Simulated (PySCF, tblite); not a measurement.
# C₅H₁₀N₂Si: geometry, infrared bands and NMR shifts

What infrared bands and NMR shifts should C₅H₁₀N₂Si (`C=CC1=NN([SiH3])CC1`) show?

Computed with tblite 0.8.0 and PySCF 2.14.0, with density-fitted response routines of our own, on a single molecule in the gas phase. Atoms count from 0, in the outputs and in this text.

**1. Starting geometry**

18 atoms, charge 0, multiplicity 1; geometry from: force field or distance geometry start.

Bonds of the start (Å): C0–C1 1.34, C1–C2 1.44, C2–N3 1.32, N3–N4 1.41, N4–Si5 1.80, N4–C6 1.44, C6–C7 1.52, C7–C2 1.49, C0–H8 1.09, C0–H9 1.08, C1–H10 1.07, Si5–H11 1.46, Si5–H12 1.48, Si5–H13 1.48, C6–H14 1.11, C6–H15 1.10, C7–H16 1.11, C7–H17 1.11.

**2. Relaxing the molecule with GFN2-xTB**

The job: settings as JSON, then the geometry in Å.

```
{"job": {"kind": "relax", "xc": "GFN2-xTB", "basis": "xTB"}, "charge": 0, "multiplicity": 1}
C      3.279000     0.360700    -0.396500
C      2.148300     0.737600    -1.006700
C      0.857800     0.267500    -0.585300
N     -0.256900     0.644300    -1.192100
N     -1.355500     0.026600    -0.559700
Si    -3.049800     0.621400    -0.544500
C     -0.819600    -1.175500     0.036200
C      0.524500    -0.655700     0.531500
H      3.298600    -0.319600     0.453400
H      4.229500     0.735400    -0.732300
H      2.229100     1.411800    -1.834300
H     -3.866500    -0.046000     0.465500
H     -3.116000     2.072600    -0.248200
H     -3.569000     0.411800    -1.910400
H     -1.447100    -1.552400     0.870300
H     -0.684200    -1.942800    -0.739200
H      0.336000    -0.110500     1.480200
H      1.253300    -1.480900     0.635700
```

Started as:

```
OMP_NUM_THREADS=1 python probes_run.py task.json out
```

One launch serves the whole session: the jobs run in the order shown.

**Question.** This job is followed by: GFN2-xTB harmonic vibrations, gas phase; GIAO PBE0/pcSseg-1 NMR shielding, non-relativistic, gas phase. Predict these results of the whole session: strongest single infrared mode (GFN2-xTB); zero-point energy (GFN2-xTB); ¹³C shifts against TMS (PBE0/pcSseg-1); ¹H shifts against TMS (PBE0/pcSseg-1, means over atoms taken as alike); ¹⁵N shifts against NH3 (PBE0/pcSseg-1); ²⁹Si shifts against TMS (PBE0/pcSseg-1).

The runs gave:

```
                                                              quantity                                   value
                             strongest single infrared mode (GFN2-xTB)                   1183 cm⁻¹, 472 km/mol
                                          zero-point energy (GFN2-xTB)                           86.0 kcal/mol
                                ¹³C shifts against TMS (PBE0/pcSseg-1)     150.2, 139.6, 117.7, 50.5, 33.6 ppm
¹H shifts against TMS (PBE0/pcSseg-1, means over atoms taken as alike)  7.03, 5.38, 5.11, 4.92, 3.60, 2.98 ppm
                                ¹⁵N shifts against NH3 (PBE0/pcSseg-1)                        401.4, 138.5 ppm
                               ²⁹Si shifts against TMS (PBE0/pcSseg-1)                               -53.4 ppm
```

**Reading.** The optimisation took 170 steps and gained 0.636 eV; among the close pairs (by a distance rule), N3–N4 changed most, from 1.410 to 1.339 Å. No mode is imaginary among the 48: a minimum at this level. The strongest single mode, at 1183 cm⁻¹, is spread over several atoms, N4, N3, H14, H15 among them. GFN2-xTB is a fitted tight-binding method: band positions and strengths are rough. Its intensities can rank the bands wrongly. The most deshielded hydrogen is H10 (hydrogen on an alkene CH), at 7.03 ppm: olefinic region. At PBE0/pcSseg-1: The largest span, 588 ppm, is at N3, where the paramagnetic term is -459 ppm.
